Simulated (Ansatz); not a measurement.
What does this script print? It uses the Python package of Ansatz (0.2.0).

The script, `bclgeh4_adiabatic.py`:
```python
'''Vertical and adiabatic ionisation of BClGeH4.'''

import itertools

import ansatz
from ase.data import atomic_numbers, covalent_radii
import numpy as np

GEOMETRY = '''
Cl   -2.04570   -1.55230    0.04900
B    -0.30270   -1.11820    0.17450
Ge    0.31110    0.77700   -0.12590
H     0.54910   -1.95900    0.42820
H    -0.03230    1.22770   -1.56090
H    -0.32830    1.72590    0.92470
H     1.91010    0.83090    0.06480
'''


def main() -> None:
    system = ansatz.Crystal.molecule()
    for line in GEOMETRY.strip().splitlines():
        symbol, *xyz = line.split()
        system = system.atom(symbol, [float(v) for v in xyz])

    calculation = system.calculation()
    calculation = calculation.basis(gaussian='def2-SVP')
    calculation = calculation.functional('r2SCAN')
    symbols = [site.symbol for site in system.cartesian_sites]
    start = np.array([site.position_ang for site in system.cartesian_sites], dtype=float)
    rep = calculation.relax(force_tolerance=0.01).run(threads=1).report
    end = np.array(rep['positions_ang'])

    minimum = ansatz.Crystal.molecule()
    for symbol, place in zip(symbols, end):
        minimum = minimum.atom(symbol, place.tolist())
    ion = (
        minimum.calculation()
        .basis(gaussian='def2-SVP')
        .functional('r2SCAN')
        .charge(1)
        .spin('collinear', total=1)
    )
    vertical = ion.run(threads=1).report
    settled = ion.relax(force_tolerance=0.01, max_steps=80).run(threads=1).report
    print(f'vertical ionisation energy   {vertical["free_energy_ev"] - rep["free_energy_ev"]:.3f} eV')
    print(f'adiabatic, no zero point     {settled["free_energy_ev"] - rep["free_energy_ev"]:.3f} eV')
    print(f'relaxation energy of the ion {vertical["free_energy_ev"] - settled["free_energy_ev"]:.3f} eV')
    ionised = np.array(settled['positions_ang'])
    # pairs closer than 1.2 times the sum of covalent radii, before or after
    radius = [covalent_radii[atomic_numbers[s]] for s in symbols]
    span = lambda where, i, j: np.linalg.norm(where[i] - where[j])
    bonded = [(i, j) for i, j in itertools.combinations(range(len(symbols)), 2) if min(span(end, i, j), span(ionised, i, j)) < 1.2 * (radius[i] + radius[j])]
    print('pair        before    after (A)')
    for i, j in bonded:
        print(f'{symbols[i]}{i}-{symbols[j]}{j}'.ljust(10), f'{span(end, i, j):8.4f} {span(ionised, i, j):8.4f}')
    for first, second in list(itertools.combinations(bonded, 2)):
        shared = set(first) & set(second)
        if shared and symbols[(j := shared.pop())] != 'H':
            i, k = sorted((set(first) | set(second)) - {j})
            u, v = ionised[i] - ionised[j], ionised[k] - ionised[j]
            angle = np.degrees(np.arccos(np.clip(u @ v / np.linalg.norm(u) / np.linalg.norm(v), -1, 1)))
            print(f'final angle {symbols[i]}{i}-{symbols[j]}{j}-{symbols[k]}{k}: {angle:.2f} deg')


if __name__ == '__main__':
    main()
```

Running `python bclgeh4_adiabatic.py` prints:
```text
vertical ionisation energy   10.004 eV
adiabatic, no zero point     9.348 eV
relaxation energy of the ion 0.656 eV
pair        before    after (A)
Cl0-B1       1.7509   1.6604
B1-Ge2       2.0623   2.3081
B1-H3        1.2056   1.2040
Ge2-H4       1.5393   1.5287
Ge2-H5       1.5388   1.5226
Ge2-H6       1.5367   1.5237
final angle Cl0-B1-Ge2: 119.09 deg
final angle Cl0-B1-H3: 137.14 deg
final angle Ge2-B1-H3: 103.76 deg
final angle B1-Ge2-H4: 93.61 deg
final angle B1-Ge2-H5: 103.17 deg
final angle B1-Ge2-H6: 99.14 deg
final angle H4-Ge2-H5: 117.72 deg
final angle H4-Ge2-H6: 117.09 deg
final angle H5-Ge2-H6: 118.48 deg
```

Caveats:
- The settings weren't tested for convergence.
- The energies are electronic: no zero-point or thermal terms, and the basis set is short of its limit. The product may relax into another structure. The relaxation finds the nearest minimum, so the adiabatic value is an upper bound.
- Timing: 3.2 min on 1 thread of Intel(R) Xeon(R) Platinum 8259CL CPU @ 2.50GHz (Skylake/Cascade Lake), on a shared host, peak memory 0.26 GiB.
